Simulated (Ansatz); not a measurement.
**C2H2Cl3F3GeO: a ladder of functionals and wavefunction methods**

The task here is to estimate one member of a computed series from the others.

The runs use Ansatz 0.2.0, Gaussian basis; functionals in def2-TZVPP, the program's frozen cores in correlated methods.

Plan: LDA (SPW92), PBE-D4, revPBE-D4, BLYP-D4, r2SCAN-D4, B97M-V, PBE0-D4, B3LYP-D4, r2SCANh-D4, r2SCAN0-D4, HSE06-D4, BHLYP-D4, CAM-B3LYP-D4, LC-ωPBE, ωB97X-V, ωB97M-V, B2PLYP, PBE-QIDH; CCSD(T)/def2-SVP; CCSD(T)/def2-TZVPP; MP2/def2-QZVPP; extrapolation to the limit; RPA on PBE.

## The geometry

The geometry comes from an earlier relaxation with PBE0-D4 in a triple-zeta def2 set; it is a stationary point, not always the lowest conformer.

SMILES `FC(F)(F)C[O][Ge]([Cl])([Cl])[Cl]`, 12 atoms, charge 0, spin multiplicity 1.

Atoms are counted from 1 here; the program's logs count them from 0.

Bond lengths: F1–C2 1.332 Å, C2–F3 1.339 Å, C2–F4 1.332 Å, C2–C5 1.514 Å, C5–O6 1.403 Å, C5–H11 1.095 Å, C5–H12 1.095 Å, O6–Ge7 1.750 Å, Ge7–Cl8 2.122 Å, Ge7–Cl9 2.122 Å, Ge7–Cl10 2.102 Å. Angles: F1–C2–F3 108.0°, F1–C2–F4 107.9°, F1–C2–C5 111.9°, F3–C2–F4 108.0°, F3–C2–C5 109.1°, F4–C2–C5 111.9°, C2–C5–O6 108.1°, C2–C5–H11 107.4°, C2–C5–H12 107.5°, O6–C5–H11 112.3°, O6–C5–H12 112.2°, H11–C5–H12 109.1°, C5–O6–Ge7 120.6°, O6–Ge7–Cl8 109.6°, O6–Ge7–Cl9 109.7°, O6–Ge7–Cl10 106.3°, Cl8–Ge7–Cl9 108.6°, Cl8–Ge7–Cl10 111.3° and more.

The first run:

in.yaml

```yaml
crystal:
  periodic: [false, false, false]
  atoms:
    - {symbol: F, position_ang: [-0.465272, -1.140842, -2.285004]}
    - {symbol: C, position_ang: [-0.756604, -1.486453, -1.031623]}
    - {symbol: F, position_ang: [-2.019177, -1.932871, -1.009303]}
    - {symbol: F, position_ang: [0.042285, -2.496686, -0.690114]}
    - {symbol: C, position_ang: [-0.628893, -0.317400, -0.078196]}
    - {symbol: O, position_ang: [0.698612, 0.135490, -0.118128]}
    - {symbol: Ge, position_ang: [1.216977, 1.467783, 0.891931]}
    - {symbol: Cl, position_ang: [0.904446, 0.978989, 2.932690]}
    - {symbol: Cl, position_ang: [0.082499, 3.199494, 0.427830]}
    - {symbol: Cl, position_ang: [3.257691, 1.760101, 0.480730]}
    - {symbol: H, position_ang: [-0.916817, -0.673374, 0.916864]}
    - {symbol: H, position_ang: [-1.338645, 0.450768, -0.403477]}
basis:
  gaussian: {orbitals: def2-TZVPP}
hamiltonian: {xc: lda}
output: {orbitals: {seedname: orbitals}}
```

Run with:

```
$ ansatz run in.yaml --threads 4 --pin off --events-out ev --progress --plain --max-ram 66560MiB --backend cuda --devices 0, --max-vram 37GiB
```

Steps of the session up to this table: LDA; PBE-D4 (GGA); revPBE-D4 (GGA); BLYP-D4 (GGA); r2SCAN-D4 (meta-GGA); B97M-V (meta-GGA); PBE0-D4 (hybrid); B3LYP-D4 (hybrid); r2SCANh-D4 (hybrid); r2SCAN0-D4 (hybrid); HSE06-D4 (hybrid); BHLYP-D4 (hybrid); CAM-B3LYP-D4 (range-separated); LC-ωPBE (range-separated); ωB97X-V (range-separated); ωB97M-V (range-separated); B2PLYP (double hybrid); PBE-QIDH (double hybrid).

One of the session's tables, all rows but one given; the rest of the session is left out.

It belongs to the step «Orbital energies across the functionals». 

| functional | HOMO (eV) | LUMO (eV) | gap (eV) |
| --- | --- | --- | --- |
| LDA (SPW92) | -7.97 | -3.26 | 4.71 |
| PBE-D4 | -7.80 | -2.93 | 4.87 |
| revPBE-D4 | -7.73 | -2.81 | 4.92 |
| BLYP-D4 | -7.70 | -2.87 | 4.83 |
| r2SCAN-D4 | -8.21 | -2.70 | 5.51 |
| B97M-V | -8.32 | -2.58 | 5.74 |
| PBE0-D4 | -9.47 | -1.94 | 7.53 |
| B3LYP-D4 | ? | ? | ? |
| r2SCANh-D4 | -8.83 | -2.35 | 6.48 |
| r2SCAN0-D4 | -9.76 | -1.81 | 7.95 |
| HSE06-D4 | -9.07 | -2.31 | 6.75 |
| BHLYP-D4 | -11.03 | -0.87 | 10.16 |
| CAM-B3LYP-D4 | -10.95 | -0.90 | 10.05 |
| LC-ωPBE | -12.32 | 0.39 | 12.71 |
| ωB97X-V | -11.98 | 0.30 | 12.28 |
| ωB97M-V | -11.86 | 0.16 | 12.02 |

Q: Estimate the row for B3LYP-D4 from the others.

Worked estimate for «HOMO (eV)». Against the share of exact exchange, BLYP-D4 (0, -7.70), BHLYP-D4 (0.5, -11.03) give a slope of -6.66 per unit share; at 0.2 the line stands at -9.03.

As computed: HOMO (eV): -9.21; LUMO (eV): -2.26; gap (eV): 6.95. In «HOMO (eV)» the line misses by +0.18.
